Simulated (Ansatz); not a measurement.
# C₂H₂BFO₂: small, medium and large basis sets

The task here is to estimate one member of a computed series from the others.

Computed with Ansatz 0.2.0, Gaussian basis. Level: one geometry, several basis sets.

Levels to be run: PBE0-D4/def2-SVP; ωB97M-V/def2-SVP; PBE0-D4/def2-QZVPP; ωB97M-V/def2-QZVPP; the functionals' def2-TZVPP values are taken from earlier runs.

## The geometry

An earlier PBE0-D4 in a triple-zeta def2 set relaxation fixed the geometry.

SMILES `FB1OC=CO1`, 8 atoms, charge 0, spin multiplicity 1.

Atoms are counted from 1 here; the program's logs count them from 0.

Bond lengths: F1–B2 1.312 Å, B2–O3 1.374 Å, B2–O6 1.374 Å, O3–C4 1.377 Å, C4–C5 1.330 Å, C4–H7 1.077 Å, C5–O6 1.377 Å, C5–H8 1.077 Å. Angles: F1–B2–O3 124.2°, F1–B2–O6 124.2°, O3–B2–O6 111.6°, B2–O3–C4 104.2°, O3–C4–C5 110.0°, O3–C4–H7 118.2°, C5–C4–H7 131.8°, C4–C5–O6 110.0°, C4–C5–H8 131.8°, O6–C5–H8 118.2°, B2–O6–C5 104.2°.

As a file:

```mol
C2H2BFO2
  3D, bonds by distance, orders not assigned

  8  8  0  0  0  0  0  0  0  0999 V2000
    0.3332   -0.7447    2.4390 F   0  0
    0.1692   -0.3688    1.1923 B   0  0
    1.1783   -0.3191    0.2616 O   0  0
    0.5585    0.1225   -0.8856 C   0  0
   -0.7362    0.3235   -0.6547 C   0  0
   -1.0328    0.0240    0.6559 O   0  0
    1.1571    0.2438   -1.7722 H   0  0
   -1.5353    0.6618   -1.2920 H   0  0
  1  2  8  0
  2  3  8  0
  3  4  8  0
  4  5  8  0
  5  6  8  0
  4  7  8  0
  5  8  8  0
  2  6  8  0
M  END
```

Set-up of the first run:

The input, in.yaml:

```yaml
crystal:
  periodic: [false, false, false]
  atoms:
    - {symbol: F, position_ang: [0.333207, -0.744717, 2.439032]}
    - {symbol: B, position_ang: [0.169211, -0.368809, 1.192270]}
    - {symbol: O, position_ang: [1.178325, -0.319117, 0.261604]}
    - {symbol: C, position_ang: [0.558462, 0.122480, -0.885624]}
    - {symbol: C, position_ang: [-0.736211, 0.323525, -0.654735]}
    - {symbol: O, position_ang: [-1.032818, 0.024022, 0.655882]}
    - {symbol: H, position_ang: [1.157113, 0.243797, -1.772198]}
    - {symbol: H, position_ang: [-1.535289, 0.661817, -1.292029]}
basis:
  gaussian: {orbitals: def2-SVP}
hamiltonian: {xc: pbe0, dispersion: d4}
output: {orbitals: {seedname: orbitals}}
```

Run with:

```sh
ansatz run in.yaml --threads 2 --pin off --events-out ev --progress --plain --max-ram 4352MiB
```

Steps of the session up to this table: PBE0-D4 in def2-SVP; ωB97M-V in def2-SVP; PBE0-D4 in def2-QZVPP; ωB97M-V in def2-QZVPP.

One of the session's tables, all rows but one given; the rest of the session is left out.

It belongs to the step «Functionals by basis». 

| functional | basis | HOMO (eV) | LUMO (eV) |
| --- | --- | --- | --- |
| PBE0-D4 | def2-SVP | -7.18 | 0.56 |
| PBE0-D4 | def2-TZVPP | -7.20 | 0.40 |
| PBE0-D4 | def2-QZVPP | -7.22 | 0.33 |
| ωB97M-V | def2-SVP | -9.42 | 2.85 |
| ωB97M-V | def2-TZVPP | ? | ? |
| ωB97M-V | def2-QZVPP | -9.47 | 2.04 |

Estimate the missing values for ωB97M-V, def2-TZVPP.

As computed: HOMO (eV): -9.45; LUMO (eV): 2.18. In the column «HOMO (eV)» it lies between ωB97M-V, def2-QZVPP (-9.47) and ωB97M-V, def2-SVP (-9.42).
